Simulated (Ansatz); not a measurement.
Task: an active-space calculation of BH3Se2, SMILES B[Se][SeH], with Ansatz 0.2.0, Python API. Give the script and its output. Use: SC-NEVPT2, def2-SVP basis, multiplicity 1.

```tsv
atom	x (Å)	y (Å)	z (Å)
B	-0.4570	0.1704	-1.0263
Se	-0.1601	-1.4633	0.0173
Se	0.1317	-0.1706	1.9792
H	-1.5306	0.6481	-1.1329
H	0.3940	0.7811	-1.5667
H	1.6641	-0.0297	1.6832
```

`cas_bh3se2.py`
```python
"""Static correlation in BH3Se2: natural occupations of an active space."""

import ansatz

GEOMETRY = """
B    -0.45700    0.17040   -1.02630
Se   -0.16010   -1.46330    0.01730
Se    0.13170   -0.17060    1.97920
H    -1.53060    0.64810   -1.13290
H     0.39400    0.78110   -1.56670
H     1.66410   -0.02970    1.68320
"""


def main() -> None:
    system = ansatz.Crystal.molecule()
    for line in GEOMETRY.strip().splitlines():
        symbol, *xyz = line.split()
        system = system.atom(symbol, [float(v) for v in xyz])

    base = (
        system.calculation()
        .basis(gaussian="def2-SVP")
        .accuracy("high")
        .scf(lower_state_search="standard")
        .correlation(active_electrons=4, active_orbitals=5)
    )
    for method in ["sc_nevpt2"]:
        data = (base if method is None else base.correlation(method)).run().report
        space = data["configurations"]
        state = space["states"][0]
        print(method or "casscf", f"total {data['free_energy_ev'] / 27.211386246:.6f} Ha, active-space state {state['energy']['hartree']:.6f} Ha, mean field {data['reference_energy_ev'] / 27.211386246:.6f} Ha")
        print("  determinants", state["n_determinants"], " natural occupations", [round(n, 3) for n in space["natural_occupations"]])
    print("effectively unpaired electrons, sum of min(n, 2 - n):", round(sum(min(n, 2 - n) for n in space["natural_occupations"]), 3))


if __name__ == "__main__":
    main()
```

```console
$ python cas_bh3se2.py
sc_nevpt2 total -4826.046379 Ha, active-space state -4825.530616 Ha, mean field -4825.490109 Ha
  determinants 100  natural occupations [1.959, 1.957, 0.045, 0.033, 0.006]
effectively unpaired electrons, sum of min(n, 2 - n): 0.169
```

What to keep in mind:
- These settings explore the input space; basis and method may be short of convergence.
- The geometry is a force-field or estimated start, not a minimum of this method, and the basis set is short of its limit. The active space starts as a window about the frontier orbitals and is then optimised, not chosen by chemistry.
- Run time: 50 s on 1 thread of Arm Neoverse V1, on a shared host, peak memory 0.52 GiB.
